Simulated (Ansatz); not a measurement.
# SiSb3Au: the cost of one run

Method: DFT PBE, scalar-relativistic, plane waves, PAW, in Ansatz 0.2.0.

2 further runs of the same task are left out: 1 that didn't finish, 1 set aside as unsound or not needed.

## (1) The system as given

It takes space group Pm-3m (No. 221, cubic). The conventional cell has a = 5.055 Å, b = 5.055 Å, c = 5.055 Å, α = 90.00°, β = 90.00°, γ = 90.00°. Si (site symmetry m-3m) is surrounded by 12 Sb at 3.57 Å. Sb (site symmetry 4/mmm) has 2 Au at 2.53 Å and 4 Si at 3.57 Å and 8 Sb at 3.57 Å as nearest neighbours. Au (site symmetry m-3m) is surrounded by 6 Sb at 2.53 Å.

Coordinates:

```
CELL_PARAMETERS angstrom
5.05519 0.00000 0.00000
0.00000 5.05519 0.00000
0.00000 0.00000 5.05519
ATOMIC_POSITIONS crystal
Si 0.00000 0.00000 0.00000
Sb 0.00000 0.50000 0.50000
Sb 0.50000 0.00000 0.50000
Sb 0.50000 0.50000 0.00000
Au 0.50000 0.50000 0.50000
```

Recipe of the guess: species swapped into a database cell of Ca3BiN (Pm-3m, No. 221), with Sb on the Ca sites, Si on the Bi sites and Au on the N sites. Its size is a rough estimate.

## (2) The guess as it stands, on a coarse mesh

Contents of input.yaml:

```yaml
crystal:
  lattice:
    - [5.05519336, 0.0, 0.0]
    - [0.0, 5.05519336, 0.0]
    - [0.0, 0.0, 5.05519336]
  atoms:
    - { symbol: Si, position: [0.0, 0.0, 0.0] }
    - { symbol: Sb, position: [0.0, 0.5, 0.5] }
    - { symbol: Sb, position: [0.5, 0.0, 0.5] }
    - { symbol: Sb, position: [0.5, 0.5, 0.0] }
    - { symbol: Au, position: [0.5, 0.5, 0.5] }
basis:
  ecutwfc: 420
kpoints:
  mp_grid: { grid: [4, 4, 4] }
hamiltonian:
  xc: pbe
scf:
  occupations: { method: gaussian, width: 0.1 }
  lower_state_search: "off"
output:
  forces: true
  stress: true
  eigenvalues: true
```

Started as:

```bash
$ ansatz run input.yaml --threads 1 --pin off --max-ram 2048MiB --backend cpu --events-out ev --progress --plain --runs-dir out
```

Q: Estimate wall time and peak memory on 1 thread of Intel Xeon 6975P-C (Granite Rapids), shared host.

About 1.6 s, with a peak of 0.45 GiB.
